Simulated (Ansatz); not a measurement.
# AlPNH4OF (SMILES [NH2][Al]([F])[PH]O) at BLYP/def2-SVP

Aim: the vertical ionisation energy of AlPNH4OF at BLYP/def2-SVP, from 2 runs. 

The calculation is run with Ansatz 0.2.0.

147 further runs of the same task are left out: 147 set aside as unsound or not needed.

### Step 1. The structure to begin with

AlPNH4OF: 9 atoms, total charge 0, spin state singlet. SMILES: `[NH2][Al]([F])[PH]O`. The shape is that of a PBE0-D4/def2-TZVP optimisation. This is one conformer, not always the lowest.

Bond lengths: N1–Al2 1.755 Å, Al2–F3 1.652 Å, Al2–P4 2.334 Å, P4–O5 1.677 Å, N1–H6 1.007 Å, N1–H7 1.006 Å, P4–H8 1.430 Å, O5–H9 0.960 Å. Angles: N1–Al2–F3 119.8°, N1–Al2–P4 121.0°, F3–Al2–P4 119.0°, Al2–P4–O5 96.2°, Al2–N1–H6 122.5°, Al2–N1–H7 126.3°, Al2–P4–H8 92.8°, O5–P4–H8 100.3°, P4–O5–H9 109.0°, H6–N1–H7 111.1°.

### Step 2. The energy at BLYP/def2-SVP

The input, job.yaml:

```yaml
crystal:
  periodic: [false, false, false]
  atoms:
    - {symbol: N, position_ang: [1.489200, 1.004600, -0.185800]}
    - {symbol: Al, position_ang: [0.882400, -0.572900, 0.285200]}
    - {symbol: F, position_ang: [1.905300, -1.677400, 0.966000]}
    - {symbol: P, position_ang: [-1.322700, -1.196100, -0.158400]}
    - {symbol: O, position_ang: [-1.889900, 0.351100, -0.471500]}
    - {symbol: H, position_ang: [0.893900, 1.722700, -0.565900]}
    - {symbol: H, position_ang: [2.431700, 1.338900, -0.072400]}
    - {symbol: H, position_ang: [-1.643200, -1.310200, 1.230300]}
    - {symbol: H, position_ang: [-2.658100, 0.293000, -1.044600]}
basis:
  gaussian:
    orbitals: def2-SVP
magnetization:
  spin_polarized: false
  initial_magnetization: 0
hamiltonian:
  xc: {name: BLYP}
accuracy: high
output: {orbitals: {seedname: orbitals}}
```

On the command line:

```sh
$ ansatz run job.yaml --threads 1 --pin off --max-ram 3480MiB --events-out events.jsonl --progress --plain --runs-dir runs
```

The program printed:

```text
Warning: RAYON_NUM_THREADS=1 ignored (pool sized by the plan → 1); use --threads N
Functional definition: BLYP
  name "BLYP"
  parameter beta = 0.0042
  parameter a = 0.04918
  parameter b = 0.132
  parameter c = 0.2533
  parameter d = 0.349
  exchange = b88_x(beta = beta)
  correlation = lyp_c(a = a, b = b, c = c, d = d)
2114 factors; integrals over basis functions are off by at most 6.6e-9 eV
mean field evaluation 1: about -22180.6735 eV, gradient 9.3e1 eV
mean field evaluation 2: about -22090.9178 eV, gradient 2.0e2 eV
mean field evaluation 4: about -22195.7184 eV, gradient 2.5e1 eV
mean field evaluation 8: about -22196.7948 eV, gradient 8.6e-1 eV
mean field evaluation 16: about -22196.7929 eV, gradient 1.8e-4 eV
mean field -22196.79285224 eV, -815.7170917931 hartree, gradient 6.4e-8 eV, S^2 0.000000; 0 other end points of the search recorded, 0 dependent functions left out
reference -22196.79290953 eV, -815.7170938985 hartree; 28, 28 occupied and 70, 70 virtual orbitals, 2114 factors
Total energy: -22196.79290953 eV, -815.7170938985 hartree
```

Run time: 8.7 s. Hardware: 1 thread of Arm Neoverse V1, shared host; peak memory 0.26 GiB.

### Step 3. The doublet cation at the same level

The input, molecule.yaml:

```yaml
crystal:
  periodic: [false, false, false]
  atoms:
    - {symbol: N, position_ang: [1.489200, 1.004600, -0.185800]}
    - {symbol: Al, position_ang: [0.882400, -0.572900, 0.285200]}
    - {symbol: F, position_ang: [1.905300, -1.677400, 0.966000]}
    - {symbol: P, position_ang: [-1.322700, -1.196100, -0.158400]}
    - {symbol: O, position_ang: [-1.889900, 0.351100, -0.471500]}
    - {symbol: H, position_ang: [0.893900, 1.722700, -0.565900]}
    - {symbol: H, position_ang: [2.431700, 1.338900, -0.072400]}
    - {symbol: H, position_ang: [-1.643200, -1.310200, 1.230300]}
    - {symbol: H, position_ang: [-2.658100, 0.293000, -1.044600]}
basis:
  gaussian:
    orbitals: def2-SVP
total_charge: 1
magnetization:
  spin_polarized: true
  initial_magnetization: 1
hamiltonian:
  xc: {name: BLYP}
accuracy: high
output: {orbitals: {seedname: orbitals}}
```

On the command line:

```sh
$ ansatz run molecule.yaml --threads 1 --pin off --max-ram 3480MiB --events-out events.jsonl --progress --plain --runs-dir runs
```

The program printed:

```text
Warning: RAYON_NUM_THREADS=1 ignored (pool sized by the plan → 1); use --threads N
Functional definition: BLYP
  name "BLYP"
  parameter beta = 0.0042
  parameter a = 0.04918
  parameter b = 0.132
  parameter c = 0.2533
  parameter d = 0.349
  exchange = b88_x(beta = beta)
  correlation = lyp_c(a = a, b = b, c = c, d = d)
2112 factors; integrals over basis functions are off by at most 6.6e-9 eV
mean field evaluation 1: about -22157.8181 eV, gradient 9.0e1 eV
mean field evaluation 2: about -21890.3149 eV, gradient 2.3e2 eV
mean field evaluation 4: about -22173.9347 eV, gradient 5.2e1 eV
mean field evaluation 8: about -22187.6668 eV, gradient 9.1e0 eV
mean field evaluation 16: about -22188.4022 eV, gradient 9.2e-1 eV
mean field evaluation 32: about -22188.1172 eV, gradient 3.6e0 eV
mean field -22188.41761685 eV, -815.4093075696 hartree, gradient 2.8e-8 eV, S^2 0.754269; 2 other end points of the search recorded, 0 dependent functions left out
reference -22188.41767434 eV, -815.4093096824 hartree; 28, 27 occupied and 70, 71 virtual orbitals, 2112 factors
Total energy: -22188.41767434 eV, -815.4093096824 hartree
```

Wall time 26 s (1 thread of Arm Neoverse V1, shared host); peak memory 0.33 GiB.

### Step 4. Summary of results

Level: BLYP/def2-SVP.

| quantity | value |
| --- | --- |
| singlet AlPNH4OF: total energy | -815.71709 Eh |
| singlet AlPNH4OF: HOMO energy | -5.31 eV |
| singlet AlPNH4OF: LUMO energy | -1.00 eV |
| singlet AlPNH4OF: HOMO–LUMO gap | 4.31 eV |
| doublet cation: total energy | -815.40931 Eh |
| doublet cation: HOMO energy (highest over α and β) | -11.55 eV |
| doublet cation: LUMO energy (lowest over α and β) | -11.36 eV |
| doublet cation: ⟨S²⟩ | 0.754 |
| vertical ionisation energy (to the doublet cation) | 8.375 eV |

In words: Removing an electron at fixed nuclei costs 8.38 eV (808 kJ/mol). The negative HOMO energy of the first species, 5.31 eV, lies 3.06 eV below that difference.
